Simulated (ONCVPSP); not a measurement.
# An ONCV potential for carbon, from input to tests

Task: generate the file, and judge it by its errors in other configurations, its logarithmic derivatives, its ghosts and its cutoff.

Program: ONCVPSP 4.0.1.1 (patched build). Reference atom: LDA (Perdew-Wang 92), scalar-relativistic, spherical and spin-unpolarised. All values are calculated.

## (1) The atom and the settings

The settings as typed:

- element: carbon (C, Z = 6)
- type: optimised norm-conserving Vanderbilt (ONCV)
- frozen core: [He]
- valence charge: 4
- reference configuration: 2s1.5 2p2.5
- partial waves: 2s: rc 1.08 bohr, ncon 5, nbas 10, qcut 6.2 1/bohr, 2 projectors, debl 2.7 Ha; 2p: rc 1.85 bohr, ncon 5, nbas 10, qcut 9.3 1/bohr, 3 projectors, debl 0.3 Ha
- local potential: polynomial inside 0.80 bohr (lpopt 5, dvloc0 0 Ha)
- core correction: Teter function, fcfact 2, rcfact 1.65

The nodes and maxima of the atom's own shells, from an earlier all-electron run, set the scale for the radii.

All-electron outer shells of the reference configuration (LDA (PZ), scalar-relativistic, ld1.x):

| shell | level (eV) | outermost node (bohr) | outermost maximum (bohr) |
| --- | --- | --- | --- |
| 1s | -271.24 | – | 0.18 |
| 2s | -13.87 | 0.38 | 1.22 |
| 2p | -5.63 | – | 1.19 |

## (2) Generating the potential

File C.dat:

```
# ATOM AND REFERENCE CONFIGURATION
# atsym  z   nc   nv     iexc    psfile
  C 6.00    1    2  -001012      upf
#
#   n    l    f
    1    0    2.00
    2    0    1.50
    2    1    2.50
#
# PSEUDOPOTENTIAL AND OPTIMIZATION
# lmax
    1
#
#   l,   rc,      ep,       ncon, nbas, qcut
    0    1.08    0.00    5   10    6.20
    1    1.85    0.00    5   10    9.30
#
# LOCAL POTENTIAL
# lloc, lpopt,  rc(5),   dvloc0
    4    5    0.80    0.00
#
# VANDERBILT-KLEINMAN-BYLANDER PROJECTORs
# l, nproj, debl
    0    2    2.70
    1    3    0.30
#
# MODEL CORE CHARGE
# icmod, fcfact, rcfact
    3    2.00    1.65
#
# LOG DERIVATIVE ANALYSIS
# epsh1, epsh2, depsh
   -2.00    5.00    0.02
#
# OUTPUT GRID
# rlmax, drl
    6.00    0.01
#
# TEST CONFIGURATIONS
# ncnf
    4
# nvcnf
#   n    l    f
    2
    2    0    2.00
    2    1    2.00
#
    2
    2    0    2.00
    2    1    1.00
#
    2
    2    0    2.00
    2    1    0.00
#
    2
    2    0    2.00
    2    1    1.50
#
```

The run is started by

```sh
$ oncvpsp.x < C.dat > C.out
```

What does the calculation give? Wanted: cutoffs for 1 and 0.1 mHa per electron, occupied waves; bound ghosts; GHOST(+) flags; largest test error; largest phase difference near zero energy, channels read; rms error of d²Exc/dn², without and with the model core.

**Answer**, as computed:

| quantity | value |
| --- | --- |
| cutoffs for 1 and 0.1 mHa per electron, occupied waves | 22 Ha and 78 Ha |
| bound ghosts | none found |
| GHOST(+) flags | none at low energy |
| largest test error (AE − PS) | +118 meV, for 2s2 2p0 |
| largest phase difference near zero energy, channels read | 0.000 rad |
| rms error of d²Exc/dn², without and with the model core | 2.90 and 0.96 mHa |

The worst unpolarised test, 2s2 2p0, is off by 118 meV on 31.1 eV; by total energies transferability rates as poor. By its cutoff, 22 Ha for the looser tolerance, it is of middling hardness. The tighter tolerance needs 78 Ha, and converged work needs a cutoff nearer that. The program's ghost test flags no bound state. Near zero energy the phases of the channels with partial waves agree within 0.001 rad. These are tests on the free atom; a crystal test is still owed.
